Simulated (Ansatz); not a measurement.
# Cl2H4NSi2 radical: up Jacob's ladder to CCSD(T)

The task here is to estimate one member of a computed series from the others.

Program: Ansatz 0.2.0, Gaussian basis. Level of theory: functionals in def2-TZVPP, the program's frozen cores in correlated methods. These are calculated values, not measurements.

The runs, in order: PBE-D4, r2SCAN-D4, PBE0-D4, B3LYP-D4, ωB97X-V, ωB97M-V, B2PLYP; CCSD(T)/def2-TZVPP; MP2/def2-QZVPP; extrapolation to the limit.

## The relaxed structure

An earlier PBE0-D4 in a triple-zeta def2 set relaxation fixed the geometry.

SMILES `Cl[SiH]N[SiH2]Cl`, 9 atoms, charge 0, spin multiplicity 2.

Atoms are counted from 1 here; the program's logs count them from 0.

Bond lengths: Cl1–Si2 2.065 Å, Si2–N3 1.723 Å, Si2–H6 1.490 Å, N3–Si4 1.718 Å, N3–H7 1.012 Å, Si4–Cl5 2.058 Å, Si4–H8 1.478 Å, Si4–H9 1.477 Å. Angles: Cl1–Si2–N3 111.1°, Cl1–Si2–H6 108.1°, N3–Si2–H6 107.0°, Si2–N3–Si4 127.5°, Si2–N3–H7 115.1°, Si4–N3–H7 117.0°, N3–Si4–Cl5 111.7°, N3–Si4–H8 110.9°, N3–Si4–H9 107.2°, Cl5–Si4–H8 105.9°, Cl5–Si4–H9 108.2°, H8–Si4–H9 113.0°.

The first run:

in.yaml reads:

```yaml
crystal:
  periodic: [false, false, false]
  atoms:
    - {symbol: Cl, position_ang: [-2.429159, -1.532859, 0.452318]}
    - {symbol: Si, position_ang: [-0.836007, -0.638470, 1.414298]}
    - {symbol: N, position_ang: [0.432943, -0.275760, 0.307061]}
    - {symbol: Si, position_ang: [0.382132, 0.809280, -1.024315]}
    - {symbol: Cl, position_ang: [1.403338, 2.550932, -0.626760]}
    - {symbol: H, position_ang: [-0.286826, -1.608778, 2.402574]}
    - {symbol: H, position_ang: [1.333793, -0.671882, 0.542730]}
    - {symbol: H, position_ang: [1.035844, 0.217789, -2.210704]}
    - {symbol: H, position_ang: [-1.036057, 1.149747, -1.257202]}
basis:
  gaussian: {orbitals: def2-TZVPP}
magnetization: {spin_polarized: true, initial_magnetization: 1}
hamiltonian: {xc: pbe, dispersion: d4}
output: {forces: true, orbitals: {seedname: orbitals}}
```

The run is started by

```console
$ ansatz run in.yaml --threads 2 --pin off --events-out ev --progress --plain --max-ram 32768MiB --backend cpu
```

Among the steps run: PBE-D4 (GGA); r2SCAN-D4 (meta-GGA); PBE0-D4 (hybrid); B3LYP-D4 (hybrid); ωB97X-V (range-separated); ωB97M-V (range-separated); B2PLYP (double hybrid); CCSD(T) in def2-TZVPP; MP2 in def2-QZVPP.

One table of the session follows, with a row left open; its other results are not shown here.

| method | atomisation energy (kcal/mol) |
| --- | --- |
| PBE-D4 | 688.2 |
| r2SCAN-D4 | 686.1 |
| PBE0-D4 | 680.2 |
| B3LYP-D4 | 680.5 |
| ωB97X-V | 688.9 |
| ωB97M-V | 686.1 |
| B2PLYP | ? |
| HF/def2-TZVPP | 496.6 |
| MP2/def2-TZVPP | 671.9 |
| CCSD/def2-TZVPP | 647.5 |
| CCSD(T)/def2-TZVPP | 658.3 |
| MP2/CBS | 696.7 |
| CCSD(T)/CBS | 683.0 |

**Question.** Estimate the row for B2PLYP.

The run gave: atomisation energy (kcal/mol): 671.0. In the column «atomisation energy (kcal/mol)» it lies between CCSD(T)/def2-TZVPP (658.3) and MP2/def2-TZVPP (671.9).
